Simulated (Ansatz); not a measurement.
# C2H4SSi: one species, many methods

Aim: compute C2H4SSi with functionals from several rungs and with coupled cluster. The yardstick is the atomisation energy at the CCSD(T) limit.

The runs use Ansatz 0.2.0, Gaussian basis; functionals in def2-TZVPP, the program's frozen cores in correlated methods.

The runs, in order: LDA (SPW92), PBE-D4, revPBE-D4, BLYP-D4, r2SCAN-D4, B97M-V, PBE0-D4, B3LYP-D4, r2SCANh-D4, r2SCAN0-D4, HSE06-D4, BHLYP-D4, CAM-B3LYP-D4, LC-ωPBE, ωB97X-V, ωB97M-V, B2PLYP, PBE-QIDH; CCSD(T)/def2-SVP; CCSD(T)/def2-TZVPP; MP2/def2-QZVPP; extrapolation to the limit; RPA on PBE.

### Step 1. The geometry

The geometry comes from an earlier relaxation with PBE0-D4 in a triple-zeta def2 set; it is a stationary point, not always the lowest conformer.

SMILES `[SiH3]C1=CS1`, 8 atoms, charge 0, spin multiplicity 1.

Atoms are counted from 1 here; the program's logs count them from 0.

Bond lengths: Si1–C2 1.833 Å, Si1–H5 1.484 Å, Si1–H6 1.483 Å, Si1–H7 1.483 Å, C2–C3 1.281 Å, C2–S4 1.900 Å, C3–S4 1.787 Å, C3–H8 1.077 Å. Angles: C2–Si1–H5 108.7°, C2–Si1–H6 108.5°, C2–Si1–H7 108.5°, H5–Si1–H6 110.6°, H5–Si1–H7 110.6°, H6–Si1–H7 109.7°, Si1–C2–C3 159.5°, Si1–C2–S4 135.6°, C3–C2–S4 65.0°, C2–C3–S4 74.5°, C2–C3–H8 147.9°, S4–C3–H8 137.6°, C2–S4–C3 40.5°.

### Step 2. LDA

This LDA is Slater exchange with PW92 correlation.

Input file in.yaml:

```yaml
crystal:
  periodic: [false, false, false]
  atoms:
    - {symbol: Si, position_ang: [0.040621, 1.231386, -0.370621]}
    - {symbol: C, position_ang: [0.053478, -0.513184, 0.190672]}
    - {symbol: C, position_ang: [-0.276919, -1.747834, 0.278698]}
    - {symbol: S, position_ang: [1.067654, -1.530706, 1.434819]}
    - {symbol: H, position_ang: [-1.023836, 1.396112, -1.391630]}
    - {symbol: H, position_ang: [-0.220306, 2.102029, 0.801190]}
    - {symbol: H, position_ang: [1.369682, 1.551798, -0.945235]}
    - {symbol: H, position_ang: [-0.918274, -2.546701, -0.053692]}
basis:
  gaussian: {orbitals: def2-TZVPP}
hamiltonian: {xc: lda}
output: {orbitals: {seedname: orbitals}}
```

Launch:

```sh
$ ansatz run in.yaml --threads 2 --pin off --events-out ev --progress --plain --max-ram 4352MiB
```

After this run come: PBE-D4 (GGA); revPBE-D4 (GGA); BLYP-D4 (GGA); r2SCAN-D4 (meta-GGA); B97M-V (meta-GGA); B3LYP-D4 (hybrid); r2SCANh-D4 (hybrid); r2SCAN0-D4 (hybrid); HSE06-D4 (hybrid); BHLYP-D4 (hybrid); CAM-B3LYP-D4 (range-separated); LC-ωPBE (range-separated); ωB97X-V (range-separated); ωB97M-V (range-separated); B2PLYP (double hybrid); PBE-QIDH (double hybrid); CCSD(T) in def2-SVP; CCSD(T) in def2-TZVPP; MP2 in def2-QZVPP; RPA on PBE orbitals.

**Question.** What will the summary of the whole plan be? Wanted: atomisation energy, CCSD(T)/CBS; farthest beyond LDA; mean size of error, GGA; mean size of error, meta-GGA; mean size of error, hybrid; mean size of error, range-separated; mean size of error, double hybrid; gap, smallest and largest; T1 diagnostic.

**Answer**, as computed:

| quantity | value |
| --- | --- |
| atomisation energy, CCSD(T)/CBS | 28.843 eV |
| functionals within 0.144 eV (0.5 %) | revPBE-D4, BLYP-D4, PBE0-D4, B3LYP-D4, r2SCANh-D4, CAM-B3LYP-D4, ωB97X-V, ωB97M-V |
| farthest beyond LDA | BHLYP-D4 (-0.993 eV) |
| mean size of error, GGA | 0.283 eV |
| mean size of error, meta-GGA | 0.194 eV |
| mean size of error, hybrid | 0.302 eV |
| mean size of error, range-separated | 0.158 eV |
| mean size of error, double hybrid | 0.251 eV |
| gap, smallest and largest | 2.36 eV (LDA (SPW92)), 9.55 eV (LC-ωPBE) |
| T1 diagnostic | 0.0128 |
| triples share of the correlation energy | 5.0 % |

The LDA atomisation energy is off by 4.407 eV (15 %): it overbinds. PBE-D4 is off by +0.756 eV. Double hybrids carry the basis error of their MP2 part in triple zeta, and no dispersion term here, so their miss is partly the set-up's. Taken by rung, range-separated functionals do best (0.158 eV on average) and hybrid ones worst beyond LDA (0.302 eV). The gap between the best rungs is small, so their order is not settled. The mean of the hybrids holds BHLYP, with half exact exchange. Misses under about 0.144 eV are within the doubt on the reference itself, which lacks core-valence correlation, relativity and higher excitations. Hartree-Fock recovers 70 % of the binding; the rest is correlation. CCSD(T) in def2-SVP is off by -1.957 eV, more than most functionals: a good method in a small basis is no reference. Orbital gaps span 2.4 to 9.5 eV; exact exchange widens them. The restricted reference is unstable towards a spin-broken one.
